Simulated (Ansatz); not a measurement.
# F2H2HfSe2: up Jacob's ladder to CCSD(T)

An exercise on one series of results from a longer session: the logs are not shown, and one member is left open.

Program: Ansatz 0.2.0, Gaussian basis. Level of theory: functionals in def2-TZVPP, the program's frozen cores in correlated methods. These are calculated values, not measurements.

The runs, in order: PBE-D4, r2SCAN-D4, PBE0-D4, B3LYP-D4, ωB97X-V, ωB97M-V, B2PLYP; CCSD(T)/def2-TZVPP; MP2/def2-QZVPP; extrapolation to the limit.

## Structure used throughout

An earlier PBE0-D4 in a triple-zeta def2 set relaxation fixed the geometry. Hf takes the def2 core potential; no spin-orbit term is included.

SMILES `[F][Hf]([F])([SeH])[SeH]`, 7 atoms, charge 0, spin multiplicity 1.

Atoms are counted from 1 here; the program's logs count them from 0.

Bond lengths: F1–Hf2 1.890 Å, Hf2–F3 1.889 Å, Hf2–Se4 2.570 Å, Hf2–Se5 2.571 Å, Se4–H6 1.474 Å, Se5–H7 1.474 Å. Angles: F1–Hf2–F3 112.1°, F1–Hf2–Se4 106.8°, F1–Hf2–Se5 111.4°, F3–Hf2–Se4 111.5°, F3–Hf2–Se5 106.8°, Se4–Hf2–Se5 108.3°, Hf2–Se4–H6 87.2°, Hf2–Se5–H7 87.3°.

Set-up of the first run:

in.yaml

```yaml
crystal:
  periodic: [false, false, false]
  atoms:
    - {symbol: F, position_ang: [0.722625, 1.321675, -1.463672]}
    - {symbol: Hf, position_ang: [0.146879, -0.065976, -0.317114]}
    - {symbol: F, position_ang: [0.510522, -1.776389, -1.032762]}
    - {symbol: Se, position_ang: [-2.371359, 0.281960, 0.061278]}
    - {symbol: Se, position_ang: [1.329026, 0.051723, 1.962832]}
    - {symbol: H, position_ang: [-2.274302, 1.438156, -0.848045]}
    - {symbol: H, position_ang: [1.936609, -1.251158, 1.637483]}
basis:
  gaussian: {orbitals: def2-TZVPP}
hamiltonian: {xc: pbe, dispersion: d4}
output: {forces: true, orbitals: {seedname: orbitals}}
```

The run is started by

```console
ansatz run in.yaml --threads 2 --pin off --events-out ev --progress --plain --max-ram 32768MiB --backend cpu
```

Steps of the session up to this table: PBE-D4 (GGA); r2SCAN-D4 (meta-GGA); PBE0-D4 (hybrid); B3LYP-D4 (hybrid); ωB97X-V (range-separated); ωB97M-V (range-separated); B2PLYP (double hybrid).

One table of the session follows, with a row left open; its other results are not shown here.

It belongs to the step «Orbital energies across the functionals». 

```
functional  HOMO (eV)  LUMO (eV)  gap (eV)
    PBE-D4      -6.32      -2.70      3.62
 r2SCAN-D4      -6.61      -2.53      4.08
   PBE0-D4      -7.43      -1.90      5.53
  B3LYP-D4      -7.19      -2.10      5.09
   ωB97X-V      -9.64       0.21      9.85
   ωB97M-V          ?          ?         ?
```

**Question.** Estimate the row for ωB97M-V.

**Answer.** HOMO (eV): -9.51; LUMO (eV): 0.08; gap (eV): 9.59. In the column «HOMO (eV)» it lies between ωB97X-V (-9.64) and PBE0-D4 (-7.43).
